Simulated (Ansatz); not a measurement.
NbTeN, space group P4/nmm, the D3 and D4 dispersion energy

With Ansatz 0.2.0, Python API.

Typed at the interpreter:
```pycon
>>> import ansatz as az
>>> import numpy as np
>>> vectors0 = np.array([
...     [3.584273, 0.0, 0.0],
...     [0.0, 3.584273, 0.0],
...     [0.0, 0.0, 9.546104],
... ])
>>> sites = [
...     ('Nb', [0.5, 0.0, 0.114375]),
...     ('Nb', [0.0, 0.5, 0.885625]),
...     ('Te', [0.5, 0.0, 0.698627]),
...     ('Te', [0.0, 0.5, 0.301373]),
...     ('N', [0.5, 0.5, 0.0]),
...     ('N', [0.0, 0.0, 0.0]),
... ]
>>> def build(cell):
...     crystal = az.Crystal(lattice=az.Lattice.of(cell))
...     for symbol, position in sites:
...         crystal = crystal.atom(symbol, position)
...     return crystal
...
>>> atoms = [(site[0], site[1]) for site in sites]
>>> print('dispersion energy and pressure at linear scale factors', (1.0, 1.05))
dispersion energy and pressure at linear scale factors (1.0, 1.05)
>>> for functional in (az.Functional.REVPBE, az.Functional.HSE06):
...     for method in ('d3bj', 'd4'):
...         damping = az.dispersion_damping(method=method, xc=functional)
...         line = []
...         for scale in (1.0, 1.05):
...             term = az.pairwise_dispersion(vectors=(vectors0 * scale).tolist(), atoms=atoms, damping=damping, periodic=(True, True, True))
...             line.append(f'{term.energy_ev / len(atoms):.4f} eV/atom, {np.trace(term.stress_gpa) / 3:.2f} GPa')
...         print(functional.value, method, '|', ' | '.join(line))
...
revpbe d3bj | -0.7667 eV/atom, -6.02 GPa | -0.6627 eV/atom, -4.44 GPa
revpbe d4 | -0.6282 eV/atom, -5.55 GPa | -0.5331 eV/atom, -4.02 GPa
hse06 d3bj | -0.5083 eV/atom, -4.00 GPa | -0.4391 eV/atom, -2.96 GPa
hse06 d4 | -0.3304 eV/atom, -2.69 GPa | -0.2840 eV/atom, -1.98 GPa
>>> print('charges of the D4 model in the last cell:', np.round(term.partial_charges_e, 3))
charges of the D4 model in the last cell: [ 1.024  1.024 -0.236 -0.236 -0.787 -0.787]
```

The structure comes from a database and needn't be a stable phase.
